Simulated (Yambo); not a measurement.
# MgO (Fm-3m) in Yambo: notebook, part 2 of 3

Yambo 5.3.0.

## Step 4: G0W0 quasiparticle levels, PBE

The input, g0w06.in:

```
gw0
dyson
el_el_corr
rim_cut
HF_and_locXC
ppa
em1d
RandQpts= 1000000
RandGvec= 50 RL
EXXRLvcs= 15 Ry
VXCRLvcs= 15 Ry
Chimod= "HARTREE"
% BndsRnXp
 1 | 208 |
%
NGsBlkXp= 12 Ry
% LongDrXp
 1 | 1 | 1 |
%
PPAPntXp= 27.21138 eV
% GbndRnge
 1 | 208 |
%
GTermKind= "BG"
DysSolver= "n"
ExtendOut
% QPkrange
 1 | 1 | 8 | 9 |
%
```

The input, scf.in:

```
&CONTROL
  calculation = 'scf'
  prefix = 'pwscf'
  outdir = './tmp'
  pseudo_dir = './pseudo'
/
&SYSTEM
  ibrav = 0
  nat = 2
  ntyp = 2
  ecutwfc = 84
  nbnd = 14
  occupations = 'smearing'
  smearing = 'fd'
  degauss = 0.00367493
  force_symmorphic = .true.
/
&ELECTRONS
  conv_thr = 4d-10
  electron_maxstep = 120
  mixing_beta = 0.5
/
ATOMIC_SPECIES
Mg    24.3050 Mg.upf
O     15.9990 O.upf
CELL_PARAMETERS angstrom
   0.0000000000    2.0970013927    2.0970013927
   2.0970013927    0.0000000000    2.0970013927
   2.0970013927    2.0970013927    0.0000000000
ATOMIC_POSITIONS crystal
Mg     0.0000000000    0.0000000000    0.0000000000
O      0.5000000000    0.5000000000    0.5000000000
K_POINTS automatic
12 12 12 0 0 0
```

The input, nscf.in:

```
&CONTROL
  calculation = 'nscf'
  prefix = 'pwscf'
  outdir = './tmp'
  pseudo_dir = './pseudo'
/
&SYSTEM
  ibrav = 0
  nat = 2
  ntyp = 2
  ecutwfc = 84
  nbnd = 208
  occupations = 'fixed'
  force_symmorphic = .true.
/
&ELECTRONS
  conv_thr = 1d-08
  diago_full_acc = .true.
  diago_thr_init = 1d-06
/
ATOMIC_SPECIES
Mg    24.3050 Mg.upf
O     15.9990 O.upf
CELL_PARAMETERS angstrom
   0.0000000000    2.0970013927    2.0970013927
   2.0970013927    0.0000000000    2.0970013927
   2.0970013927    2.0970013927    0.0000000000
ATOMIC_POSITIONS crystal
Mg     0.0000000000    0.0000000000    0.0000000000
O      0.5000000000    0.5000000000    0.5000000000
K_POINTS automatic
8 8 8 0 0 0
```

Potentials or basis: PseudoDojo 0.4.1 SR PBE standard.

On the command line:

```bash
$ OMP_NUM_THREADS=1 pw.x -in scf.in > scf.out
$ OMP_NUM_THREADS=1 pw.x -in nscf.in > nscf.out
$ cd tmp/pwscf.save; p2y; mv SAVE ../..; cd ../..
$ OMP_NUM_THREADS=1 yambo
$ mkdir -p g0w06; ln -s $PWD/g0w00/ndb.pp* g0w06/
$ mkdir -p g0w06; ln -s $PWD/g0w00/ndb.RIM g0w06/
$ OMP_NUM_THREADS=1 yambo -F g0w06.in -J g0w06 -C g0w06_out
```

Yambo's report:

```text
[... sections 02.01 to 02.04 as in the set-up run ...]

  [02.05] Energies & Occupations
  ==============================

  [X] === General ===
  [X] Electronic Temperature                        :  0.000000  0.000000 [eV K]
  [X] Bosonic    Temperature                        :  0.000000  0.000000 [eV K]
  [X] Finite Temperature mode                       : no
  [X] El. density                                   :  0.86755E+24 [cm-3]
  [X] Fermi Level                                   :  8.213385 [eV]

  [X] === Gaps and Widths ===
  [X] Conduction Band Min                           :  4.894965 [eV]
  [X] Valence Band Max                              :  0.000000 [eV]
  [X] Filled Bands                                  :   8
  [X] Empty Bands                                   :    9  208
  [X] Direct Gap                                    :  4.894965 [eV]
  [X] Direct Gap localized at k                     :  1
  [X] Indirect Gap                                  :  4.894965 [eV]
  [X] Indirect Gap between kpts                     :  1  1
  [X] Last valence band width                       :  1.776449 [eV]
  [X] 1st conduction band width                     :  6.878332 [eV]

 [03] Transferred momenta grid and indexing
 ==========================================

 IBZ Q-points                                      :  29
 BZ  Q-points                                      :   512

 K/Q-points units:
 rlu = crystal or reduced units; cc = cartesian coordinates; iku = interal k-units

 Q [ 1]         [rlu]:  0.000000  0.000000  0.000000
 Q [ 2]         [rlu]: -0.32851E-17 -0.32851E-17  0.12500
 Q [ 3]         [rlu]: -0.65702E-17 -0.65702E-17  0.25000
 Q [ 4]         [rlu]:  0.33905E-17  0.33905E-17  0.37500
 Q [ 5]         [rlu]:  0.13140E-16  0.13140E-16 -0.50000
 Q [ 6]         [rlu]:  0.67787E-18  0.12500      0.12500
 Q [ 7]         [rlu]: -0.69125E-17  0.12500      0.25000
 Q [ 8]         [rlu]: -0.65702E-17  0.12500      0.37500
 Q [ 9]         [rlu]:  0.60166E-16  0.12500      0.50000
 Q [10]         [rlu]:  0.13140E-16  0.12500     -0.37500
 Q [11]         [rlu]:  0.38644E-17  0.12500     -0.25000
 Q [12]         [rlu]:  0.65702E-17  0.12500     -0.12500
 Q [13]         [rlu]:  0.13557E-17  0.25000      0.25000
 Q [14]         [rlu]: -0.32851E-17  0.25000      0.37500
 Q [15]         [rlu]: -0.75327E-16  0.25000      0.50000
[... 12 lines left out ...]
 Q [28]         [rlu]:  0.125000 -0.500000 -0.375000
 Q [29]         [rlu]:  0.250000 -0.500000 -0.250000

 [04] Coloumb potential Random Integration (RIM)
 ===============================================

 Summary of Coulomb integrals for non-metallic bands |Q|[au] RIM/Bare

 Q [1] 0.100000E-4 0.997530 * Q [2] 0.171642 1.068930
 Q [6] 0.198195 1.068679 * Q [12] 0.280290 1.029814
 Q [7] 0.328669 1.023420 * Q [3] 0.343283 1.020719
 Q [13] 0.396390 1.017590 * Q [11] 0.431956 1.014476
 Q [22] 0.443177 1.014367 * Q [8] 0.485476 1.012582
 Q [14] 0.514925 1.011829 * Q [4] 0.514925 1.011475
 Q [17] 0.560580 1.010226 * Q [23] 0.586268 1.009848
 Q [10] 0.594584 1.009444 * Q [18] 0.594584 1.009889
 Q [25] 0.626747 1.009190 * Q [9] 0.649825 1.008770
 Q [15] 0.657338 1.008739 * Q [5] 0.686567 1.008016
 Q [19] 0.707697 1.008134 * Q [16] 0.707697 1.007860
 Q [27] 0.714602 1.007777 * Q [24] 0.741577 1.007458
 Q [26] 0.761182 1.007502 * Q [21] 0.792779 1.006981
 Q [28] 0.817178 1.006761 * Q [20] 0.840869 1.006740
 Q [29] 0.886354 1.006301

 [05] Dipoles
 ============

  [05.01] Setup: observables and procedures
  =========================================

  [WF-Oscillators/G space/Transverse up loader] Normalization (few states)  min/max  :  0.72840E-17   1.0000

  [WR./g0w06//ndb.dipoles]--------------------------------------------------------
   Brillouin Zone Q/K grids (IBZ/BZ)                :    29   512    29   512
   RL vectors                                       :  2229 [WF]
   Fragmentation                                    : yes
   Electronic Temperature                           :  0.000000 [K]
   Bosonic    Temperature                           :  0.000000 [K]
   DIP band range                                   :    1  208
[... 29 lines left out ...]
  Brillouin Zone Q/K grids (IBZ/BZ)                :    29   512    29   512
  RL vectors                                       :  2229 [WF]
  Fragmentation                                    : no
  Electronic Temperature                           :  0.000000 [K]
  Bosonic    Temperature                           :  0.000000 [K]
  Green`s function   wavefunctions                 : Perdew, Burke & Ernzerhof(X)+Perdew, Burke & Ernzerhof(C)
  Total number of QP states                        :  2
  Exchange RL vectors                              :  137
  Exchange summation bands                         :   8
  RIM RL components                                :   51
  RIM random points                                :  1000000

 [xc] E_xc :  -11.64362 [Ha]
      E_xc :  -23.28725 [Ry]

  Local XC kind (lXC) : Perdew, Burke & Ernzerhof(X)+Perdew, Burke & Ernzerhof(C)
  Non-Local XC kind (nlXC) : Hartree-Fock

  Corrections @ K [1] :  [eV]
 <8|nlXC|8> = -24.89295  0.90662E-17 <8|lXC|8> = -20.06342 -0.94408E-16
 <9|nlXC|9> = -8.475999 -0.21387E-18 <9|lXC|9> = -13.65912  0.000000

 [08] Dyson equation: Newton solver
 ==================================

 [WARNING] Response block size in GW reduced to 113     RL (6284    mHa)

  [08.01] G0W0 (W PPA)
  ====================

  [  GW  ] Bands range     :    1  208
  [GW/PPA] G damping       :  0.100000 [eV]

  QP @ state[ 1 ] K range:  1  1
  QP @ state[ 1 ] b range:   8   9

   Current Q-pt index             :  1
   :: PP condition fails/total    :  0.418514
   :: Time ordering fails/rest    :  0.494545
   :: Mean rel dev of PP cond     :  0.418651
   Current Q-pt index             :  2
   :: PP condition fails/total    :  0.417574
   :: Time ordering fails/rest    :  0.501008
   :: Mean rel dev of PP cond     :  0.417708
   Current Q-pt index             :  3
   :: PP condition fails/total    :  0.419453
   :: Time ordering fails/rest    :  0.499528
   :: Mean rel dev of PP cond     :  0.419583
   Current Q-pt index             :   4
[... 89 lines left out ...]
   :: Time ordering fails/rest    :  0.502748
   :: Mean rel dev of PP cond     :  0.415983
   Current Q-pt index             :  27
   :: PP condition fails/total    :  0.416634
   :: Time ordering fails/rest    :  0.501544
   :: Mean rel dev of PP cond     :  0.416769
   Current Q-pt index             :  28
   :: PP condition fails/total    :  0.413658
   :: Time ordering fails/rest    :  0.497128
   :: Mean rel dev of PP cond     :  0.413791
   Current Q-pt index             :  29
   :: PP condition fails/total    :  0.411465
   :: Time ordering fails/rest    :  0.493014
   :: Mean rel dev of PP cond     :  0.411598

  [08.02] QP properties and I/O
  =============================

  Legend (energies in eV)
  - B  : Band       - Eo  : bare energy
  - E  : QP energy  - Z   : Renormalization factor
  - So : Sc(Eo)     - S   : Sc(E)
  - dSp: Sc derivative precision

  - lXC: Local XC (Perdew, Burke & Ernzerhof(X)+Perdew, Burke & Ernzerhof(C))
  -nlXC: non-Local XC (Hartree-Fock)

  QP [eV] @ K [1] (iku):  0.000000  0.000000  0.000000
   B=8 Eo=  0.00 E= -0.96 E-Eo= -0.96 Re(Z)=0.80 Im(Z)=-0.103903E-2 nlXC= -24.8930 lXC= -20.0634 So=  3.63266
   B=9 Eo=  4.89 E=  6.28 E-Eo=  1.38 Re(Z)=0.85 Im(Z)=-0.757557E-3 nlXC= -8.47600 lXC= -13.6591 So= -3.56084

  [WR./g0w06//ndb.QP]-------------------------------------------------------------
   Lattice constants                                :  3.962758  3.962758  3.962758
   Coulomb cutoff potential                         : none
   Electronic Temperature                           :  0.000000 [K]
   Bosonic    Temperature                           :  0.000000 [K]
   Green`s function   energies                      : Perdew, Burke & Ernzerhof(X)+Perdew, Burke & Ernzerhof(C)
   wavefunctions                                    : Perdew, Burke & Ernzerhof(X)+Perdew, Burke & Ernzerhof(C)
   PPA    diel. fun.  energies                      : Perdew, Burke & Ernzerhof(X)+Perdew, Burke & Ernzerhof(C)
   wavefunctions                                    : Perdew, Burke & Ernzerhof(X)+Perdew, Burke & Ernzerhof(C)
   QP tot states                                    :  2
   GW solver                                        : Newton
   GW approximation                                 : PPA
   PPA imaginary Energy                             :  27.21138 ev
   RIM G`s                                          :   51
   RIM random pts                                   :  1000000
   dS/dw steps                                      :  2
   dS/dw step                                       :  0.100000 ev
   X G`s                                            :  113 used
   X G`s                                            :  113 disk
   X bands                                          :    1  208
   X poles                                          :  100.0000 o/o
   X e/h E range                                    : -1.000000 -1.000000 ev
   X Hxc Kernel                                     : HARTREE
   X BZ energy Double Grid                          : no
   X Optical Averaged directions                    : none
   Sc/G bands                                       :    1  208
   Sc/G damping                                     :  0.100000 ev
   Sc bands terminator                              : yes
   Sc terminator kind                               : BG
   Sc Terminator pole                               :  40.81708
   Sx RL components                                 :  137

   QP @ state[ 1 ] K range                          :  1  1
   QP @ state[ 1 ] b range                          :   8   9
   GF energies kind                                 : Perdew, Burke & Ernzerhof(X)+Perdew, Burke & Ernzerhof(C)
   GF WF`s kind                                     : Perdew, Burke & Ernzerhof(X)+Perdew, Burke & Ernzerhof(C)
   Xs energies kind                                 : Perdew, Burke & Ernzerhof(X)+Perdew, Burke & Ernzerhof(C)
   Xs WF`s kind                                     : Perdew, Burke & Ernzerhof(X)+Perdew, Burke & Ernzerhof(C)
```

Results:

* Band gap on the k mesh, mean-field level: 4.89 eV, direct
* Quasiparticle gap: 7.24 eV
* Least direct quasiparticle gap: 7.24 eV
* Quasiparticle gap at Γ: 7.24 eV
* Band gap of the same states before the correction: 4.89 eV

Quasiparticle terms (eV):
| k point | band | Kohn-Sham level | Vxc | Σx | Σc | Z | result |
| --- | --- | --- | --- | --- | --- | --- | --- |
| (0.000, 0.000, 0.000) | 8 | 0.00 | -20.06 | -24.89 | 3.63 | 0.80 | -0.96 |
| (0.000, 0.000, 0.000) | 9 | 4.89 | -13.66 | -8.48 | -3.56 | 0.85 | 6.28 |

Caveat: this version prints the column dSc/dw multiplied by 27.2; the terminator is approximate in this version, by hundredths of an eV. A k mesh can miss the band edges.

## Step 5: G0W0 quasiparticle levels, PBE

The input, g0w07.in:

```
gw0
dyson
el_el_corr
rim_cut
HF_and_locXC
ppa
em1d
RandQpts= 1000000
RandGvec= 50 RL
EXXRLvcs= 84 Ry
VXCRLvcs= 84 Ry
Chimod= "HARTREE"
% BndsRnXp
 1 | 208 |
%
NGsBlkXp= 12 Ry
% LongDrXp
 1 | 1 | 1 |
%
PPAPntXp= 27.21138 eV
% GbndRnge
 1 | 208 |
%
GDamping= 0.01 eV
GTermKind= "BG"
DysSolver= "n"
ExtendOut
% QPkrange
 1 | 1 | 8 | 9 |
%
```

scf.in is that of step 4.

nscf.in is that of step 4.

Potentials or basis: PseudoDojo 0.4.1 SR PBE standard.

On the command line:

```bash
$ OMP_NUM_THREADS=1 pw.x -in scf.in > scf.out
$ OMP_NUM_THREADS=1 pw.x -in nscf.in > nscf.out
$ cd tmp/pwscf.save; p2y; mv SAVE ../..; cd ../..
$ OMP_NUM_THREADS=1 yambo
$ mkdir -p g0w07; ln -s $PWD/g0w00/ndb.pp* g0w07/
$ mkdir -p g0w07; ln -s $PWD/g0w00/ndb.RIM g0w07/
$ OMP_NUM_THREADS=1 yambo -F g0w07.in -J g0w07 -C g0w07_out
```

Yambo's report:

```text
[... sections 02.01 to 02.04 as in the set-up run ...]

  [02.05] Energies & Occupations
  ==============================

  [X] === General ===
  [X] Electronic Temperature                        :  0.000000  0.000000 [eV K]
  [X] Bosonic    Temperature                        :  0.000000  0.000000 [eV K]
  [X] Finite Temperature mode                       : no
  [X] El. density                                   :  0.86755E+24 [cm-3]
  [X] Fermi Level                                   :  8.213385 [eV]

  [X] === Gaps and Widths ===
  [X] Conduction Band Min                           :  4.894965 [eV]
  [X] Valence Band Max                              :  0.000000 [eV]
  [X] Filled Bands                                  :   8
  [X] Empty Bands                                   :    9  208
  [X] Direct Gap                                    :  4.894965 [eV]
  [X] Direct Gap localized at k                     :  1
  [X] Indirect Gap                                  :  4.894965 [eV]
  [X] Indirect Gap between kpts                     :  1  1
  [X] Last valence band width                       :  1.776449 [eV]
  [X] 1st conduction band width                     :  6.878332 [eV]

 [03] Transferred momenta grid and indexing
 ==========================================
[... 265 lines left out ...]
  -nlXC: non-Local XC (Hartree-Fock)

  QP [eV] @ K [1] (iku):  0.000000  0.000000  0.000000
   B=8 Eo=  0.00 E= -1.55 E-Eo= -1.55 Re(Z)=0.80 Im(Z)=-0.103910E-3 nlXC= -25.6831 lXC= -20.1151 So=  3.63272
   B=9 Eo=  4.89 E=  5.71 E-Eo=  0.81 Re(Z)=0.85 Im(Z)=-0.757569E-4 nlXC= -9.05761 lXC= -13.5709 So= -3.56088

  [WR./g0w07//ndb.QP]-------------------------------------------------------------
   Lattice constants                                :  3.962758  3.962758  3.962758
   Coulomb cutoff potential                         : none
   Electronic Temperature                           :  0.000000 [K]
   Bosonic    Temperature                           :  0.000000 [K]
   Green`s function   energies                      : Perdew, Burke & Ernzerhof(X)+Perdew, Burke & Ernzerhof(C)
   wavefunctions                                    : Perdew, Burke & Ernzerhof(X)+Perdew, Burke & Ernzerhof(C)
   PPA    diel. fun.  energies                      : Perdew, Burke & Ernzerhof(X)+Perdew, Burke & Ernzerhof(C)
   wavefunctions                                    : Perdew, Burke & Ernzerhof(X)+Perdew, Burke & Ernzerhof(C)
   QP tot states                                    :  2
   GW solver                                        : Newton
   GW approximation                                 : PPA
   PPA imaginary Energy                             :  27.21138 ev
   RIM G`s                                          :   51
   RIM random pts                                   :  1000000
   dS/dw steps                                      :  2
   dS/dw step                                       :  0.100000 ev
   X G`s                                            :  113 used
   X G`s                                            :  113 disk
   X bands                                          :    1  208
   X poles                                          :  100.0000 o/o
   X e/h E range                                    : -1.000000 -1.000000 ev
   X Hxc Kernel                                     : HARTREE
   X BZ energy Double Grid                          : no
   X Optical Averaged directions                    : none
   Sc/G bands                                       :    1  208
   Sc/G damping                                     :  0.010000 ev
   Sc bands terminator                              : yes
   Sc terminator kind                               : BG
   Sc Terminator pole                               :  40.81708
   Sx RL components                                 :  1687

   QP @ state[ 1 ] K range                          :  1  1
   QP @ state[ 1 ] b range                          :   8   9
   GF energies kind                                 : Perdew, Burke & Ernzerhof(X)+Perdew, Burke & Ernzerhof(C)
   GF WF`s kind                                     : Perdew, Burke & Ernzerhof(X)+Perdew, Burke & Ernzerhof(C)
   Xs energies kind                                 : Perdew, Burke & Ernzerhof(X)+Perdew, Burke & Ernzerhof(C)
   Xs WF`s kind                                     : Perdew, Burke & Ernzerhof(X)+Perdew, Burke & Ernzerhof(C)
```

What came out:

```
Band gap on the k mesh, mean-field level          : 4.89 eV, direct
Quasiparticle gap                                 : 7.26 eV
Least direct quasiparticle gap                    : 7.26 eV
Quasiparticle gap at Γ                            : 7.26 eV
Band gap of the same states before the correction : 4.89 eV
```

Quasiparticle terms (eV):
```csv
k point,band,Kohn-Sham level,Vxc,Σx,Σc,Z,result
"(0.000, 0.000, 0.000)",8,0.00,-20.12,-25.68,3.63,0.80,-1.55
"(0.000, 0.000, 0.000)",9,4.89,-13.57,-9.06,-3.56,0.85,5.71
```

Caveat: this version prints the column dSc/dw multiplied by 27.2; the terminator is approximate in this version, by hundredths of an eV.

(Continued in part 3 of 3.)
